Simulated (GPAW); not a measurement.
Crystal: GaSn.

```xyz
2
Lattice="0.0000 2.9029 3.0982 2.7293 0.0000 3.0982 2.7293 2.9029 0.0000" Properties=species:S:1:pos:R:3 pbc="T T T"
Ga    2.7293    2.9029    3.0982
Sn    0.0000    0.0000    0.0000
```

The cell was built by a generator and needn't be a form met in nature.

| Item | Value |
| --- | --- |
| Program | GPAW 26.7.0 |
| Task | relaxation of cell and atoms |
| Functional | revPBE |
| Potentials or basis | the program's PAW data sets (release 1.2.1) made for this functional |
| Cutoff | 600 eV |
| Basis | pw |
| k mesh | 8 × 8 × 8 |
| Occupations | fermi-dirac, width 0.05 eV |
| Spin | no spin polarisation |

At the start: pressure 2.1 GPa; volume 24.55 Å³/atom.

Question: How do energy, volume and symmetry change on relaxing?

Answer: Over 6 steps the energy falls by 62.3 meV/atom and the volume is 24.97 Å³/atom (+1.7 %); space group Fm-3m (No. 225, to 0.05 Å).

Step by step:
```csv
step,energy change (eV),largest force (eV/Å),pressure (GPa),volume (Å³)
1,0.0000,0.0000,2.09,49.09
2,-0.0242,0.0000,1.57,49.43
3,-0.1147,0.0000,-1.49,51.81
4,-0.1171,0.0000,-1.28,51.53
5,-0.1245,0.0000,0.09,49.85
6,-0.1246,0.0000,0.02,49.93
```

Final structure:
```
Ga Sn
1.0
     0.00000    2.92116    2.92530
     2.92176    0.00000    2.92530
     2.92176    2.92116    0.00000
Ga Sn
1 1
Direct
  0.50000 0.50000 0.50000
  0.00000 0.00000 0.00000
```

Caveat: later steps reuse the first step's grids.
